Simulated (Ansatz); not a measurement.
# CH5FN2Si: the cost of one run

All numbers are computed with Ansatz 0.2.0 through its Python package. The levels of theory stand in the script.

**1. Starting point**

Bond lengths: N1–C2 1.409 Å, C2–F3 1.403 Å, C2–N4 1.409 Å, C2–Si5 1.864 Å, N4–Si5 1.624 Å, N1–H6 1.058 Å, N1–H7 1.066 Å, N4–H8 1.022 Å, Si5–H9 1.428 Å, Si5–H10 1.522 Å. Angles (14 of 18 angles, heavy atoms first): N1–C2–F3 116.5°, N1–C2–N4 110.4°, N1–C2–Si5 122.2°, F3–C2–N4 117.2°, F3–C2–Si5 118.1°, N4–C2–Si5 57.5°, C2–N4–Si5 75.5°, C2–Si5–N4 47.0°, C2–N1–H6 107.4°, C2–N1–H7 107.8°, C2–N4–H8 106.9°, Si5–N4–H8 110.0°, C2–Si5–H9 122.0°, C2–Si5–H10 119.1°.

The script holds or builds the structure itself.

**2. The code**

The input, run_methods.py:

```python
"""CH5FN2Si at several levels of theory."""

from pathlib import Path
import warnings

import ansatz
import numpy as np

GEOMETRY = """
N    -0.85690    1.03910    0.62180
C    -0.23090    0.32250   -0.41760
F    -0.58180    0.68390   -1.72670
N    -0.19910   -1.05310   -0.11590
Si    1.36280   -0.60930   -0.16180
H    -1.89880    0.87850    0.53370
H    -0.82500    2.07450    0.36910
H    -0.50650   -1.15130    0.85390
H     1.97700   -1.35820   -1.21060
H     1.84230   -0.87780    1.25710
"""


def main() -> None:
    warnings.simplefilter("ignore", ansatz.DeckWarning)

    ch5fn2si = ansatz.Crystal.molecule()
    for line in GEOMETRY.strip().splitlines():
        symbol, *xyz = line.split()
        ch5fn2si = ch5fn2si.atom(symbol, [float(v) for v in xyz])

    setup = ch5fn2si.calculation().basis(gaussian="def2-SVP")

    print("functional    E (Ha)        dipole (D)   HOMO (eV)  LUMO (eV)")
    for name in ["pbe", "cam_b3lyp", "pbe0", "hf"]:
        rep = setup.functional(name).forces().orbitals().run(threads=1, runs_dir="runs").report
        lines = Path(rep["orbitals_path"]).read_text().splitlines()
        field_of = lambda key: [line.split("=")[1].strip() for line in lines if line.startswith(key)]
        orbitals = [(27.211386 * float(e), s, float(n)) for e, s, n in zip(field_of("Ene="), field_of("Spin="), field_of("Occup="))]
        homo = max(e for e, _, n in orbitals if n > 0.5)
        lumo = min(e for e, _, n in orbitals if n < 0.5)
        dipole = 4.803205 * np.linalg.norm(rep["charge_distribution"]["dipole_moment_e_ang"])
        print(f"{name:10s} {rep['free_energy_ev'] / 27.211386246:14.6f} {dipole:9.3f} {homo:11.3f} {lumo:10.3f}")


if __name__ == "__main__":
    main()
```

**3. What the engine is handed**

The engine receives this input (first run):

```yaml
crystal:
  periodic: [false, false, false]
  atoms:
    - { symbol: "N", position_ang: [-0.8569, 1.0391, 0.6218] }
    - { symbol: C, position_ang: [-0.2309, 0.3225, -0.4176] }
    - { symbol: F, position_ang: [-0.5818, 0.6839, -1.7267] }
    - { symbol: "N", position_ang: [-0.1991, -1.0531, -0.1159] }
    - { symbol: Si, position_ang: [1.3628, -0.6093, -0.1618] }
    - { symbol: H, position_ang: [-1.8988, 0.8785, 0.5337] }
    - { symbol: H, position_ang: [-0.825, 2.0745, 0.3691] }
    - { symbol: H, position_ang: [-0.5065, -1.1513, 0.8539] }
    - { symbol: H, position_ang: [1.977, -1.3582, -1.2106] }
    - { symbol: H, position_ang: [1.8423, -0.8778, 1.2571] }
basis:
  gaussian:
    orbitals: def2-SVP
hamiltonian:
  xc: pbe
output:
  orbitals: {}
  forces: true
```

**4. The run**

On the command line:

```bash
$ python run_methods.py
```

What time and memory should one allow on 1 thread of Arm Neoverse V1, shared host?

About 16 s, with a peak of 0.29 GiB.
